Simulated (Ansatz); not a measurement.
**Cl2H6InNSi2: up Jacob's ladder to CCSD(T)**

One table from this session's results is given with a row withheld; the runs are named, their logs left out.

The runs use Ansatz 0.2.0, Gaussian basis; functionals in def2-TZVPP, the program's frozen cores in correlated methods.

Levels to be run: LDA (SPW92), PBE-D4, revPBE-D4, BLYP-D4, r2SCAN-D4, B97M-V, PBE0-D4, B3LYP-D4, r2SCANh-D4, r2SCAN0-D4, HSE06-D4, BHLYP-D4, CAM-B3LYP-D4, LC-ωPBE, ωB97X-V, ωB97M-V, B2PLYP, PBE-QIDH; CCSD(T)/def2-SVP; CCSD(T)/def2-TZVPP; MP2/def2-QZVPP; extrapolation to the limit; RPA on PBE.

1 further run of the same task is left out (it didn't finish).

### The relaxed structure

All runs share one geometry, relaxed beforehand with PBE0-D4 in a triple-zeta def2 set. In takes the def2 core potential; no spin-orbit term is included.

SMILES `[SiH3][N]([SiH3])[In]([Cl])[Cl]`, 12 atoms, charge 0, spin multiplicity 1.

Atoms are counted from 1 here; the program's logs count them from 0.

Bond lengths: Si1–N2 1.738 Å, Si1–H7 1.485 Å, Si1–H8 1.487 Å, Si1–H9 1.488 Å, N2–Si3 1.738 Å, N2–In4 2.014 Å, Si3–H10 1.488 Å, Si3–H11 1.487 Å, Si3–H12 1.485 Å, In4–Cl5 2.301 Å, In4–Cl6 2.302 Å. Angles: N2–Si1–H7 109.1°, N2–Si1–H8 111.8°, N2–Si1–H9 109.1°, H7–Si1–H8 108.9°, H7–Si1–H9 109.7°, H8–Si1–H9 108.2°, Si1–N2–Si3 119.4°, Si1–N2–In4 120.4°, Si3–N2–In4 120.3°, N2–Si3–H10 108.7°, N2–Si3–H11 111.9°, N2–Si3–H12 109.4°, H10–Si3–H11 108.3°, H10–Si3–H12 109.8°, H11–Si3–H12 108.7°, N2–In4–Cl5 121.3°, N2–In4–Cl6 120.5°, Cl5–In4–Cl6 118.2°.

As a file:

```xyz
12
charge 0, multiplicity 1
Si    0.7462    0.8332   -1.3226
N    -0.0144    0.0037    0.0018
Si    0.8249   -1.3015    0.7850
In   -1.8481    0.5530    0.6293
Cl   -3.0956    2.0994   -0.5311
Cl   -2.7510   -0.3614    2.5390
H     0.1148    2.1674   -1.4889
H     0.6141    0.0766   -2.5963
H     2.1958    0.9972   -1.0279
H     1.6251   -2.0335   -0.2345
H     1.7503   -0.8116    1.8415
H    -0.1620   -2.2225    1.4048
```

The first run:

Input file in.yaml:

```yaml
crystal:
  periodic: [false, false, false]
  atoms:
    - {symbol: Si, position_ang: [0.746167, 0.833183, -1.322566]}
    - {symbol: N, position_ang: [-0.014449, 0.003746, 0.001803]}
    - {symbol: Si, position_ang: [0.824880, -1.301473, 0.784994]}
    - {symbol: In, position_ang: [-1.848073, 0.553016, 0.629255]}
    - {symbol: Cl, position_ang: [-3.095590, 2.099417, -0.531123]}
    - {symbol: Cl, position_ang: [-2.751006, -0.361443, 2.539001]}
    - {symbol: H, position_ang: [0.114768, 2.167432, -1.488897]}
    - {symbol: H, position_ang: [0.614144, 0.076550, -2.596348]}
    - {symbol: H, position_ang: [2.195772, 0.997172, -1.027916]}
    - {symbol: H, position_ang: [1.625069, -2.033478, -0.234470]}
    - {symbol: H, position_ang: [1.750270, -0.811591, 1.841485]}
    - {symbol: H, position_ang: [-0.161954, -2.222521, 1.404771]}
basis:
  gaussian: {orbitals: def2-TZVPP}
hamiltonian: {xc: lda}
output: {orbitals: {seedname: orbitals}}
```

Run with:

```console
ansatz run in.yaml --threads 2 --pin off --events-out ev --progress --plain --max-ram 22528MiB --backend cuda --devices 0, --max-vram 18GiB
```

Steps of the session up to this table: LDA; PBE-D4 (GGA); revPBE-D4 (GGA); BLYP-D4 (GGA); r2SCAN-D4 (meta-GGA); B97M-V (meta-GGA); PBE0-D4 (hybrid); B3LYP-D4 (hybrid); r2SCANh-D4 (hybrid); r2SCAN0-D4 (hybrid); HSE06-D4 (hybrid); BHLYP-D4 (hybrid); CAM-B3LYP-D4 (range-separated); LC-ωPBE (range-separated); ωB97X-V (range-separated); ωB97M-V (range-separated); B2PLYP (double hybrid); PBE-QIDH (double hybrid).

One table of the session follows, with a row left open; its other results are not shown here.

It belongs to the step «Orbital energies across the functionals». 

| functional | HOMO (eV) | LUMO (eV) | gap (eV) |
| --- | --- | --- | --- |
| LDA (SPW92) | -6.84 | -3.62 | 3.21 |
| PBE-D4 | -6.72 | -3.32 | 3.40 |
| revPBE-D4 | -6.67 | -3.19 | 3.48 |
| BLYP-D4 | -6.60 | -3.24 | 3.36 |
| r2SCAN-D4 | -7.03 | -3.13 | 3.89 |
| B97M-V | -7.15 | -3.23 | 3.93 |
| PBE0-D4 | -8.00 | -2.44 | 5.56 |
| B3LYP-D4 | -7.78 | -2.72 | 5.06 |
| r2SCANh-D4 | -7.50 | -2.81 | 4.68 |
| r2SCAN0-D4 | -8.21 | -2.33 | 5.88 |
| HSE06-D4 | ? | ? | ? |
| BHLYP-D4 | -9.20 | -1.52 | 7.68 |
| CAM-B3LYP-D4 | -9.34 | -1.45 | 7.90 |
| LC-ωPBE | -10.70 | -0.18 | 10.52 |
| ωB97X-V | -10.36 | -0.37 | 10.00 |
| ωB97M-V | -10.24 | -0.52 | 9.72 |

Estimate the missing values for HSE06-D4.

**Answer.** HOMO (eV): -7.60; LUMO (eV): -2.81; gap (eV): 4.79. In the column «HOMO (eV)» it lies between B3LYP-D4 (-7.78) and r2SCANh-D4 (-7.50).
